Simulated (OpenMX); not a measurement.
HPbNO4:

```
H Pb N O
1.0
     4.92453    0.00000    0.00000
     0.00000    5.59720    0.00000
     0.00000    0.00000    7.24347
H Pb N O
2 2 2 8
Direct
  0.00000 0.50000 0.19317
  0.50000 0.00000 0.80683
  0.50000 0.50000 0.95257
  0.00000 0.00000 0.04743
  0.00000 0.00000 0.63654
  0.50000 0.50000 0.36346
  0.00000 0.50000 0.05860
  0.50000 0.00000 0.94140
  0.00000 0.19569 0.72995
  0.00000 0.80431 0.72995
  0.00000 0.00000 0.46750
  0.50000 0.69569 0.27005
  0.50000 0.30431 0.27005
  0.50000 0.50000 0.53250
```

The cell was built by a generator and needn't be a form met in nature.

Base run:

```yaml
Program: OpenMX 3.8.5
Functional: PBE
Potentials_or_basis: OpenMX 2013 PBE set, H5.0-s2, Pb8.0-s3p2d2, N6.0-s2p2, O6.0-s2p2, grid cutoff 500 Ry
k_mesh: 7 × 5 × 5
Occupations: fermi-dirac, width 0.05 eV
Spin: no spin polarisation
```

Its results: band gap on the k mesh 2.77 eV, indirect (least direct gap 2.79 eV); pressure 11.4 GPa; largest force 6.218 eV/Å.

Problem. The run is repeated on the same cell with these changes: potentials or basis from OpenMX 2013 PBE set, H5.0-s2, Pb8.0-s3p2d2, N6.0-s2p2, O6.0-s2p2, grid cutoff 500 Ry to OpenMX 2013 PBE set, H6.0-s2p1, Pb8.0-s3p2d2f1, N6.0-s2p2d1, O6.0-s2p2d1, grid cutoff 500 Ry. What comes out?

Solution. Band gap on the k mesh 2.77 eV, indirect (least direct gap 2.94 eV); pressure 2.1 GPa; largest force 1.380 eV/Å.

Caveats: spin-orbit coupling is left out, which as a rule narrows the gap of such compounds by several tenths of an eV; the mesh misses the band edges, which the band path finds closer together; the basis of atomic orbitals isn't converged, which shifts pressures, moduli and gaps; forces of over 1 eV/Å show positions far from the minimum, so gaps and moduli don't describe the material at rest.
